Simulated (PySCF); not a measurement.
**[CoN2]-: relaxation and vibrations of the quintet**

Aim: relax [CoN2]- as a quintet from a PBE0 minimum start, check by its vibrations whether the end is a minimum, and collect its spectrum and constants.

Method: PBE0, basis Co def2-SVPD, N def2-SVPD, no relativity, density fitting; program: PySCF 2.14.0.

### Step 1. The system as given

3 atoms, charge -1, spin multiplicity 5.

Bond lengths: Co1–N2 2.004 Å, Co1–N3 2.004 Å, N2–N3 1.182 Å. Angles: N2–Co1–N3 34.3°, Co1–N2–N3 72.8°, Co1–N3–N2 72.8°.

Coordinates in bohr (charge -1 multiplicity 5):
```
Co    0.0000    0.0000   -1.1656
N     1.1166    0.0000    2.4524
N    -1.1166    0.0000    2.4524
```

### Step 2. The SCF at the typed geometry

The steps below are one call of a driver around PySCF. For each, scf.py gives the equivalent set-up of the SCF; relaxations use the driver's own optimiser. After this first run the driver tries any further starts and a stability analysis.

Input file scf.py:

```python
from pyscf import gto, scf, dft
mol = gto.M(atom='''
Co     0.000000    -0.000000    -0.616817
N      0.590902    -0.000000     1.297760
N     -0.590902     0.000000     1.297760''',
    basis={'Co': 'def2-SVPD', 'N': 'def2-SVPD'},
    charge=-1, spin=4)
mf = dft.UKS(mol, xc='PBE0')
mf.grids.atom_grid = (50, 194)
aux = {'Co': 'def2-universal-JKFIT', 'N': 'def2-universal-JKFIT'}
mf = mf.density_fit(auxbasis=aux)
mf.conv_tol = 1e-08
mf.diis_space = 10
mf.max_cycle = 60
mf.init_guess = 'minao'
mf.verbose = 4
mf.kernel()
```

Run with:

```
OMP_NUM_THREADS=2 python axn.py task.json out
```

The runs that follow: PBE0 minimum start, quintet: relaxation; Vibrations and properties at this point.

Q: Predict the outcome of this session. Wanted: minimum; geometry; wavenumbers; dipole moment; highest occupied, lowest empty level; polar-tensor charge of Co1; zero-point energy; ⟨S²⟩.

**Answer**, as computed:

| quantity | value |
| --- | --- |
| minimum | quintet, C2v |
| geometry | Co–N 2.004 Å (×2), N–N 1.182 Å; Co–N–N 72.9° (×2), N–Co–N 34.3° |
| wavenumbers (cm⁻¹) | 367 (b2), 369 (a1), 1812 (a1) |
| dipole moment (centre of mass) | 1.42 D |
| highest occupied, lowest empty level (either spin) | 1.59, 3.41 eV |
| polar-tensor charge of Co1 | -0.50 e |
| zero-point energy | 15.2 kJ/mol |
| entropy at 298.15 K | 275.1 J/(mol K) |
| ⟨S²⟩ | 6.010 |

**Reading.** The molecule stays C2v, as typed, and the end point is a minimum. The strongest infrared band lies at 1812 cm⁻¹ (a1). Most of the spin sits on Co1 (Mulliken spin 3.50, against 4 for the whole molecule). Other starts or spin states, not run here, may lie lower. The highest occupied level lies above zero: either self-interaction error lifts it or the extra electron is not bound, and the basis holds it in place. Open d and f shells are described by one determinant, and the ground state may have another occupation or spin.
